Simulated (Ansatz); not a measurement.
**C₂H₄BF: one species, many methods**

An exercise on one series of results from a longer session: the logs are not shown, and one member is left open.

Computed with Ansatz 0.2.0, Gaussian basis. Level: functionals in def2-TZVPP, the program's frozen cores in correlated methods.

The runs, in order: LDA (SPW92), PBE-D4, revPBE-D4, BLYP-D4, r2SCAN-D4, B97M-V, PBE0-D4, B3LYP-D4, r2SCANh-D4, r2SCAN0-D4, HSE06-D4, BHLYP-D4, CAM-B3LYP-D4, LC-ωPBE, ωB97X-V, ωB97M-V, B2PLYP, PBE-QIDH; CCSD(T)/def2-SVP; CCSD(T)/def2-TZVPP; MP2/def2-QZVPP; extrapolation to the limit; RPA on PBE.

## Structure used throughout

All runs share one geometry, relaxed beforehand with PBE0-D4 in a triple-zeta def2 set.

SMILES `FB1CC1`, 8 atoms, charge 0, spin multiplicity 1.

Atoms are counted from 1 here; the program's logs count them from 0.

Bond lengths: F1–B2 1.310 Å, B2–C3 1.510 Å, B2–C4 1.510 Å, C3–C4 1.585 Å, C3–H5 1.087 Å, C3–H6 1.087 Å, C4–H7 1.087 Å, C4–H8 1.087 Å. Angles: F1–B2–C3 148.4°, F1–B2–C4 148.4°, C3–B2–C4 63.3°, B2–C3–C4 58.4°, B2–C3–H5 121.2°, B2–C3–H6 121.2°, C4–C3–H5 116.3°, C4–C3–H6 116.3°, H5–C3–H6 112.5°, B2–C4–C3 58.4°, B2–C4–H7 121.2°, B2–C4–H8 121.2°, C3–C4–H7 116.3°, C3–C4–H8 116.3°, H7–C4–H8 112.5°.

Geometry (Å):

```xyz
8

F    -2.2030    0.4907    0.3158
B    -0.9377    0.2063    0.1313
C     0.4932    0.6863    0.0758
C     0.1152   -0.8323   -0.1751
H     0.8693    1.2367   -0.7822
H     1.0505    0.8998    0.9838
H     0.2615   -1.2039   -1.1855
H     0.4430   -1.5410    0.5804
```

The first run:

Contents of in.yaml:

```yaml
crystal:
  periodic: [false, false, false]
  atoms:
    - {symbol: F, position_ang: [-2.203012, 0.490741, 0.315766]}
    - {symbol: B, position_ang: [-0.937673, 0.206290, 0.131257]}
    - {symbol: C, position_ang: [0.493240, 0.686321, 0.075813]}
    - {symbol: C, position_ang: [0.115236, -0.832251, -0.175071]}
    - {symbol: H, position_ang: [0.869326, 1.236740, -0.782178]}
    - {symbol: H, position_ang: [1.050457, 0.899797, 0.983833]}
    - {symbol: H, position_ang: [0.261481, -1.203929, -1.185535]}
    - {symbol: H, position_ang: [0.443044, -1.541011, 0.580414]}
basis:
  gaussian: {orbitals: def2-TZVPP}
hamiltonian: {xc: lda}
output: {orbitals: {seedname: orbitals}}
```

On the command line:

```console
ansatz run in.yaml --threads 2 --pin off --events-out ev --progress --plain --max-ram 4352MiB
```

Steps of the session up to this table: LDA; PBE-D4 (GGA); revPBE-D4 (GGA); BLYP-D4 (GGA); r2SCAN-D4 (meta-GGA); B97M-V (meta-GGA); B3LYP-D4 (hybrid); r2SCANh-D4 (hybrid); r2SCAN0-D4 (hybrid); HSE06-D4 (hybrid); BHLYP-D4 (hybrid); CAM-B3LYP-D4 (range-separated); LC-ωPBE (range-separated); ωB97X-V (range-separated); ωB97M-V (range-separated); B2PLYP (double hybrid); PBE-QIDH (double hybrid).

One of the session's tables, all rows but one given; the rest of the session is left out.

It belongs to the step «Frontier levels by functional». 

```
  functional  HOMO (eV)  gap (eV)
 LDA (SPW92)      -6.19      4.38
      PBE-D4      -6.05      4.51
   revPBE-D4      -5.99      4.57
     BLYP-D4      -5.97      4.56
   r2SCAN-D4      -6.30      5.19
      B97M-V      -6.38      5.25
     PBE0-D4      -7.44      6.95
    B3LYP-D4      -7.25      6.50
  r2SCANh-D4      -6.82      6.06
  r2SCAN0-D4      -7.60      7.37
    HSE06-D4      -7.04      6.16
    BHLYP-D4      -8.77      9.38
CAM-B3LYP-D4      -8.91      9.56
     LC-ωPBE          ?         ?
     ωB97X-V      -9.88     11.70
     ωB97M-V      -9.76     11.35
```

**Question.** Estimate the row for LC-ωPBE.

As computed: HOMO (eV): -10.26; gap (eV): 12.18. In the column «HOMO (eV)» it is the lowest.
